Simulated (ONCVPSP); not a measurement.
# Cu: the cost of one run

Method: ONCVPSP 4.0.1.1 (patched build), LDA (Perdew-Wang 92), scalar-relativistic.

## Step 1: Starting point

The settings as typed:

- element: copper (Cu, Z = 29)
- type: optimised norm-conserving Vanderbilt (ONCV)
- frozen core: [Ne]
- valence charge: 19
- reference configuration: 3s2 3p6 3d10 4s0.5 4p0.5
- partial waves: 3s+4s: rc 1.45 bohr, ncon 4, nbas 7, qcut 7.4 1/bohr, 2 projectors; 3p+4p: rc 1.10 bohr, ncon 4, nbas 8, qcut 15.9 1/bohr, 2 projectors; 3d: rc 1.60 bohr, ncon 4, nbas 9, qcut 11.9 1/bohr, 2 projectors, debl 2.3 Ha
- local potential: polynomial inside 0.98 bohr (lpopt 5, dvloc0 0 Ha)
- core correction: Teter function, fcfact 6, rcfact 1.75

The nodes and maxima of the atom's own shells, from an earlier all-electron run, set the scale for the radii.

All-electron outer shells of the reference configuration (LDA (PZ), scalar-relativistic, ld1.x):

```
shell  level (eV)  outermost node (bohr)  outermost maximum (bohr)
   2s    -1061.45                   0.07                      0.20
   2p     -917.49                      –                      0.16
   3s     -115.27                   0.29                      0.61
   3p      -73.16                   0.26                      0.62
   3d       -6.44                      –                      0.60
   4s       -5.66                   0.89                      2.21
   4p       -1.41                   0.97                      3.39
```

## Step 2: The generation run

Cu.dat reads:

```
# ATOM AND REFERENCE CONFIGURATION
# atsym  z   nc   nv     iexc    psfile
  Cu 29.00    3    5  -001012      upf
#
#   n    l    f
    1    0    2.00
    2    0    2.00
    2    1    6.00
    3    0    2.00
    3    1    6.00
    3    2   10.00
    4    0    0.50
    4    1    0.50
#
# PSEUDOPOTENTIAL AND OPTIMIZATION
# lmax
    2
#
#   l,   rc,      ep,       ncon, nbas, qcut
    0    1.45    0.00    4    7    7.40
    1    1.10    0.00    4    8   15.90
    2    1.60    0.00    4    9   11.90
#
# LOCAL POTENTIAL
# lloc, lpopt,  rc(5),   dvloc0
    4    5    0.98    0.00
#
# VANDERBILT-KLEINMAN-BYLANDER PROJECTORs
# l, nproj, debl
    0    2    2.60
    1    2    1.40
    2    2    2.30
#
# MODEL CORE CHARGE
# icmod, fcfact, rcfact
    3    6.00    1.75
#
# LOG DERIVATIVE ANALYSIS
# epsh1, epsh2, depsh
   -6.00    5.00    0.04
#
# OUTPUT GRID
# rlmax, drl
    6.00    0.01
#
# TEST CONFIGURATIONS
# ncnf
    4
# nvcnf
#   n    l    f
    5
    3    0    2.00
    3    1    6.00
    3    2   10.00
    4    0    1.00
    4    1    0.00
#
    5
    3    0    2.00
    3    1    6.00
    3    2   10.00
    4    0    0.00
    4    1    0.00
#
    5
    3    0    2.00
    3    1    6.00
    3    2    9.00
    4    0    0.00
    4    1    0.00
#
    5
    3    0    2.00
    3    1    6.00
    3    2   10.00
    4    0    0.50
    4    1    0.00
#
```

The run is started by

```
$ oncvpsp.x < Cu.dat > Cu.out
```

**Question.** How long does this run take on 1 thread of Neoverse-N1, shared host?

About 6 s.
